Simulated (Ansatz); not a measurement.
**CH₂GaN: one species, many methods**

Aim: compute CH₂GaN with functionals from several rungs and with coupled cluster, and see how far each lands from CCSD(T) at the basis-set limit for the atomisation energy.

Computed with Ansatz 0.2.0, Gaussian basis. Level: functionals in def2-TZVPP, the program's frozen cores in correlated methods.

Levels to be run: LDA (SPW92), PBE-D4, revPBE-D4, BLYP-D4, r2SCAN-D4, B97M-V, PBE0-D4, B3LYP-D4, r2SCANh-D4, r2SCAN0-D4, HSE06-D4, BHLYP-D4, CAM-B3LYP-D4, LC-ωPBE, ωB97X-V, ωB97M-V, B2PLYP, PBE-QIDH; CCSD(T)/def2-SVP; CCSD(T)/def2-TZVPP; MP2/def2-QZVPP; extrapolation to the limit; RPA on PBE.

## 1. The relaxed structure

All runs share one geometry, relaxed beforehand with PBE0-D4 in a triple-zeta def2 set.

5 atoms, charge 0, spin multiplicity 1.

Atoms are counted from 1 here; the program's logs count them from 0.

Bond lengths: C1–N2 1.153 Å, C1–H4 1.070 Å, Ga3–H5 1.656 Å. Angles: N2–C1–H4 173.6°.

## 2. LDA

This LDA is Slater exchange with PW92 correlation.

in.yaml

```yaml
crystal:
  periodic: [false, false, false]
  atoms:
    - {symbol: C, position_ang: [-0.271379, -1.078997, 0.443532]}
    - {symbol: N, position_ang: [0.557342, -0.530912, 1.028872]}
    - {symbol: Ga, position_ang: [-0.197278, 1.184506, -1.141366]}
    - {symbol: H, position_ang: [-1.028632, -1.676278, -0.020042]}
    - {symbol: H, position_ang: [0.989946, 2.027981, -0.352396]}
basis:
  gaussian: {orbitals: def2-TZVPP}
hamiltonian: {xc: lda}
output: {orbitals: {seedname: orbitals}}
```

Launch:

```bash
$ ansatz run in.yaml --threads 2 --pin off --events-out ev --progress --plain --max-ram 4352MiB
```

After this run come: PBE-D4 (GGA); revPBE-D4 (GGA); BLYP-D4 (GGA); r2SCAN-D4 (meta-GGA); B97M-V (meta-GGA); B3LYP-D4 (hybrid); r2SCANh-D4 (hybrid); r2SCAN0-D4 (hybrid); HSE06-D4 (hybrid); BHLYP-D4 (hybrid); CAM-B3LYP-D4 (range-separated); LC-ωPBE (range-separated); ωB97X-V (range-separated); ωB97M-V (range-separated); B2PLYP (double hybrid); PBE-QIDH (double hybrid); CCSD(T) in def2-SVP; CCSD(T) in def2-TZVPP; MP2 in def2-QZVPP; RPA on PBE orbitals.

**Question.** What will the summary of the whole plan be? Wanted: atomisation energy, CCSD(T)/CBS; farthest beyond LDA; mean size of error, GGA; mean size of error, meta-GGA; mean size of error, hybrid; mean size of error, range-separated; mean size of error, double hybrid; gap, smallest and largest; T1 diagnostic.

As calculated:

| quantity | value |
| --- | --- |
| atomisation energy, CCSD(T)/CBS | 383.3 kcal/mol |
| functionals within 3.8 kcal/mol (1.0 %) | revPBE-D4, B97M-V, PBE0-D4, B3LYP-D4, HSE06-D4, CAM-B3LYP-D4, ωB97X-V, ωB97M-V, B2PLYP |
| farthest beyond LDA | BHLYP-D4 (-19.5 kcal/mol) |
| mean size of error, GGA | 9.4 kcal/mol |
| mean size of error, meta-GGA | 2.3 kcal/mol |
| mean size of error, hybrid | 8.8 kcal/mol |
| mean size of error, range-separated | 2.2 kcal/mol |
| mean size of error, double hybrid | 5.4 kcal/mol |
| gap, smallest and largest | 2.47 eV (LDA (SPW92)), 8.69 eV (LC-ωPBE) |
| T1 diagnostic | 0.0143 |
| triples share of the correlation energy | 4.6 % |

In words: LDA overbinds by 61.2 kcal/mol (16 %). PBE-D4 is off by +14.6 kcal/mol. Double hybrids carry the basis error of their MP2 part in triple zeta, and no dispersion term here, so their miss is partly the set-up's. The rungs range-separated, meta-GGA miss on average by less than the doubt on the reference (3.8 kcal/mol), so they tie. Misses under about 3.8 kcal/mol are within the doubt on the reference itself, which lacks core-valence correlation, relativity and higher excitations, and its outer-core shells are covered unevenly. Hartree-Fock recovers 63 % of the binding; the rest is correlation. CCSD(T) in def2-SVP is off by -24.2 kcal/mol, worse than the median functional, from the basis alone. Orbital gaps span 2.5 to 8.7 eV; exact exchange widens them. Correlated methods include outer-core shells of Ga, which these sets cover unevenly.
